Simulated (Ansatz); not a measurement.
# CoF4: the cost of one run

Method: DFT unrestricted wB97X-V, scalar-relativistic (X2C), Gaussian basis x2c-TZVPPall, and further levels as typed in the inputs, in Ansatz 0.2.0.

1 further run of the same task is left out (it didn't finish).

## (1) Starting point

Bond lengths: Co1–F2 1.734 Å, Co1–F3 1.710 Å, Co1–F4 1.709 Å, Co1–F5 1.740 Å. Angles: F2–Co1–F3 132.1°, F2–Co1–F4 99.6°, F2–Co1–F5 98.9°, F3–Co1–F4 99.1°, F3–Co1–F5 100.5°, F4–Co1–F5 131.9°.

Coordinates:

```xyz
5

Co   -0.0035    0.0098    0.0058
F     1.5811    0.0078    0.7095
F    -1.5657    0.0166    0.7010
F    -0.0069    1.5735   -0.6843
F     0.0181   -1.5759   -0.7094
```

## (2) Relaxing the atoms: CoF4

File input.yaml:

```yaml
relax:
  f_tol: 0.001
  max_steps: 200
crystal:
  periodic: [false, false, false]
  atoms:
    - { symbol: Co, position_ang: [-0.003489, 0.009837, 0.005809] }
    - { symbol: F, position_ang: [1.581136, 0.007775, 0.709474] }
    - { symbol: F, position_ang: [-1.565716, 0.016632, 0.701043] }
    - { symbol: F, position_ang: [-0.006887, 1.573484, -0.68425] }
    - { symbol: F, position_ang: [0.018054, -1.575871, -0.709403] }
magnetization:
  spin_polarized: true
  initial_magnetization: 3
basis:
  gaussian: { orbitals: x2c-TZVPPall }
hamiltonian:
  xc: { name: wB97X-V }
```

Started as:

```
$ ansatz run input.yaml --threads 4 --pin off --max-ram 8192MiB --backend cpu --events-out ev --progress --plain --runs-dir out
```

**Question.** How long does this run take on 4 threads of Arm Neoverse V1, shared host, and how much memory does it need?

About 4.1 min, with a peak of 1.1 GiB.
